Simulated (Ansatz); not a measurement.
Write a Python script for Ansatz 0.2.0, Python API that makes a single point from an input typed as a dict of CaGa2, space group P6/mmm. Settings: r2SCAN, PAW, cutoff 500 eV, 6×6×5 k-points, Fermi-Dirac smearing of 0.1 eV.

```cif
data_structure
_symmetry_space_group_name_H-M 'P 1'
_symmetry_Int_Tables_number 1
_cell_length_a 4.2389
_cell_length_b 4.2389
_cell_length_c 4.4164
_cell_angle_alpha 90.000
_cell_angle_beta 90.000
_cell_angle_gamma 120.000
_cell_volume 68.72
loop_
_atom_site_label
_atom_site_type_symbol
_atom_site_fract_x
_atom_site_fract_y
_atom_site_fract_z
_atom_site_occupancy
Ca1 Ca 0.00000 0.00000 0.00000 1
Ga1 Ga 0.33333 0.66667 0.50000 1
Ga2 Ga 0.66667 0.33333 0.50000 1
```

The script, `caga2_deck.py`:
```python
'''Single point of CaGa2 through the engine session.'''

from collections import Counter

import ansatz as az
import numpy as np


def main() -> None:
    inputs = {
        'crystal': {
            'lattice': [[4.238858, 0.0, 0.0], [-2.119429, 3.670959, 0.0], [0.0, 0.0, 4.416409]],
            'atoms': [
                {'symbol': 'Ca', 'position': [0.0, 0.0, 0.0]},
                {'symbol': 'Ga', 'position': [0.333333, 0.666667, 0.5]},
                {'symbol': 'Ga', 'position': [0.666667, 0.333333, 0.5]},
            ],
        },
        'kpoints': {'mp_grid': {'grid': [6, 6, 5]}},
        'hamiltonian': {'xc': 'r2scan'},
        'scf': {'occupations': {'method': 'fermi_dirac', 'width': 0.1}},
        'basis': {'ecutwfc': 500},
        'output': {'forces': True, 'stress': True},
    }

    result = az.Session.from_dict(inputs).plan().execute()
    r = result.report

    for key in ('converged', 'n_iterations', 'n_electrons', 'n_kpoints', 'n_pw', 'n_symmetry_ops', 'free_energy_ev', 'fermi_energy_ev'):
        print(f'{key:18s} {r[key]}')

    # forces, one row an atom
    forces = np.array(r['forces_ev_ang'])
    norms = np.linalg.norm(forces, axis=1)
    print('largest force {:.4f} eV/A on atom {}'.format(norms.max(), norms.argmax()))
    print(np.array2string(forces, precision=4, suppress_small=True))

    # pressure is a third of the trace
    print('pressure by term (GPa)')
    for term, tensor in r['stress_terms_gpa'].items():
        if np.any(tensor):
            print(f'  {term:28s} {np.trace(np.array(tensor)) / 3:12.3f}')
    print(f'  {"total":28s} {np.trace(np.array(r["stress_gpa"])) / 3:12.3f}')

    told = Counter((n['data']['severity'], n['data']['kind']) for n in result.notices if n['event'] == 'notice')
    for (severity, kind), count in sorted(told.items()):
        print(f'{severity:8s} {kind} x{count}')


if __name__ == '__main__':
    main()
```

```console
$ python caga2_deck.py
DeckWarning: the atoms were moved onto the symmetric positions of the space group found under crystal.symmetry.tolerance 1.0e-5 (fractional; no operation is sought that the atoms, as they stand in a round, miss by more than twice it, and no atom is moved by as much as it), and the run uses the moved positions. Before a round's move an operation carried an atom to 4.24e-6 Å from where it should land, the largest such distance. Atom 1 (counting from 0) moved farthest, by 2.45e-6 Å; the longest [...]
converged          True
n_iterations       8
n_electrons        36.0
n_kpoints          21
n_pw               1727
n_symmetry_ops     24
free_energy_ev     -9403.960674886082
fermi_energy_ev    8.118387908059296
largest force 0.0000 eV/A on atom 2
[[-0.  0.  0.]
 [-0.  0.  0.]
 [ 0. -0.  0.]]
pressure by term (GPa)
  kinetic                           790.325
  hartree                          1696.934
  ewald                           -2352.151
  local_pseudopotential             178.391
  nonlocal_pseudopotential         -161.277
  augmentation                       26.578
  nlcc                             -118.165
  xc                                -60.835
  augmentation_tail                   0.003
  scf_correction                     -0.000
  pulay_correction                    0.048
  total                              -0.149
audit    band_cg_iterations x1
audit    preconditioner_resolved x1
```
(Warnings from the package without file and line, shortened, repeats left out.)

Notes:
- Absolute energies stand on the zero of these potentials, so only differences at equal settings mean something. A total without «per atom» is that of the cell as typed.
- The mesh is modest for a metal, so energies can be off by several to tens of meV an atom and pressures by half a GPa or more; differences at equal mesh fare better.
- An absolute Fermi energy rests on an arbitrary zero of the periodic potential and has no direct meaning.
- Pressure is positive in compression.
- This cell is a computed structure, which may not be the phase found in nature.
- The whole script took 5.6 s on 1 thread of Intel(R) Xeon(R) Platinum 8375C CPU @ 2.90GHz (Ice Lake) (shared host), peak memory 0.59 GiB.

(Lines on the test bed's own set-up are left out of the output.)
